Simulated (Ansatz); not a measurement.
I need a single point from a YAML input of K3InI6, space group Fm-3m. Use the Ansatz DFT code, driven from Python. Level of theory: PBEsol, PAW, cutoff 422 eV, 3×3×3 k-points, fixed occupations.

```cif
data_structure
_symmetry_space_group_name_H-M 'P 1'
_symmetry_Int_Tables_number 1
_cell_length_a 8.7848
_cell_length_b 8.7848
_cell_length_c 8.7848
_cell_angle_alpha 60.000
_cell_angle_beta 60.000
_cell_angle_gamma 60.000
_cell_volume 479.38
loop_
_atom_site_label
_atom_site_type_symbol
_atom_site_fract_x
_atom_site_fract_y
_atom_site_fract_z
_atom_site_occupancy
K1 K 0.75000 0.75000 0.75000 1
K2 K 0.25000 0.25000 0.25000 1
K3 K 0.50000 0.50000 0.50000 1
In1 In 0.00000 0.00000 0.00000 1
I1 I 0.76599 0.23401 0.23401 1
I2 I 0.23401 0.23401 0.76599 1
I3 I 0.23401 0.76599 0.76599 1
I4 I 0.23401 0.76599 0.23401 1
I5 I 0.76599 0.23401 0.76599 1
I6 I 0.76599 0.76599 0.23401 1
```

Script `k3ini6.py`:
```python
"""Run a YAML input for K3InI6 from Python."""

import warnings

import ansatz as az
import numpy as np

INPUT = """
crystal:
  lattice:
    - [0.0, 6.211794, 6.211794]
    - [6.211794, 0.0, 6.211794]
    - [6.211794, 6.211794, 0.0]
  atoms:
    - { symbol: K, position: [0.75, 0.75, 0.75] }
    - { symbol: K, position: [0.25, 0.25, 0.25] }
    - { symbol: K, position: [0.5, 0.5, 0.5] }
    - { symbol: In, position: [0.0, 0.0, 0.0] }
    - { symbol: I, position: [0.765994, 0.234006, 0.234006] }
    - { symbol: I, position: [0.234006, 0.234006, 0.765994] }
    - { symbol: I, position: [0.234006, 0.765994, 0.765994] }
    - { symbol: I, position: [0.234006, 0.765994, 0.234006] }
    - { symbol: I, position: [0.765994, 0.234006, 0.765994] }
    - { symbol: I, position: [0.765994, 0.765994, 0.234006] }
kpoints:
  mp_grid: { grid: [3, 3, 3] }
hamiltonian:
  xc: pbesol
scf:
  occupations: { method: fixed }
basis:
  ecutwfc: "31 Ry"
output:
  forces: true
  stress: true
"""

warnings.simplefilter("ignore", az.DeckWarning)

done = az.Session.from_yaml(INPUT).plan().execute()
data = done.report

print("%-22s %14.5f eV" % ("F = E - TS", data["free_energy_ev"]))
print("%-22s %14.5f eV" % ("E", data["internal_energy_ev"]))
print("%-22s %14.5f eV" % ("Harris-Foulkes", data["harris_foulkes_ev"]))
print("%-22s %14.5f eV" % ("Fermi level", data["fermi_energy_ev"]))

# the stress is positive in compression
print("pressure by term (GPa)")
for term, tensor in data["stress_terms_gpa"].items():
    if np.any(tensor):
        print(f"  {term:28s} {np.trace(np.array(tensor)) / 3:12.3f}")
print(f"  {'total':28s} {np.trace(np.array(data['stress_gpa'])) / 3:12.3f}")

print("doubts on the final state:", data["published_state_doubts"] or "none")
print("warnings:", sorted({n["data"]["kind"] for n in done.notices if n["data"].get("severity") in ("warning", "doubt")}) or "none")

terms = data["components"]
print({name: round(terms[name], 3) for name in ("e_kinetic", "e_hartree", "e_xc", "e_local", "e_nonlocal")})
```

```console
$ python k3ini6.py
F = E - TS               -54676.90088 eV
E                        -54676.90088 eV
Harris-Foulkes           -54676.90088 eV
Fermi level                   2.56063 eV
pressure by term (GPa)
  kinetic                           476.138
  hartree                           979.206
  ewald                           -1226.251
  local_pseudopotential             227.387
  nonlocal_pseudopotential         -146.375
  augmentation                     -184.942
  nlcc                             -129.279
  xc                                  3.628
  augmentation_tail                  -0.002
  scf_correction                      0.001
  pulay_correction                    0.014
  total                              -0.477
doubts on the final state: none
warnings: none
{'e_kinetic': 2136.95, 'e_hartree': 8789.539, 'e_xc': -1372.848, 'e_local': -18311.987, 'e_nonlocal': -121.146}
```

Total energies depend on the potentials; only differences at equal settings carry meaning. A total without «per atom» is that of the cell as typed. The energy terms are those on the plane-wave grid, with the one-centre PAW part apart; the terms shown are only some of the summands, so they needn't add up to F. With fixed filling the reported Fermi level is the top filled level among the k-points of the SCF. Only differences from the Fermi energy are physical; the zero of the scale is a convention. Pressure is positive in compression. This cell is a computed structure, which may not be the phase found in nature. Run time: 9.6 s on 1 thread of Arm Neoverse V1, with other jobs on the host, peak memory 0.75 GiB.

(Lines on the test bed's own set-up are left out of the output.)
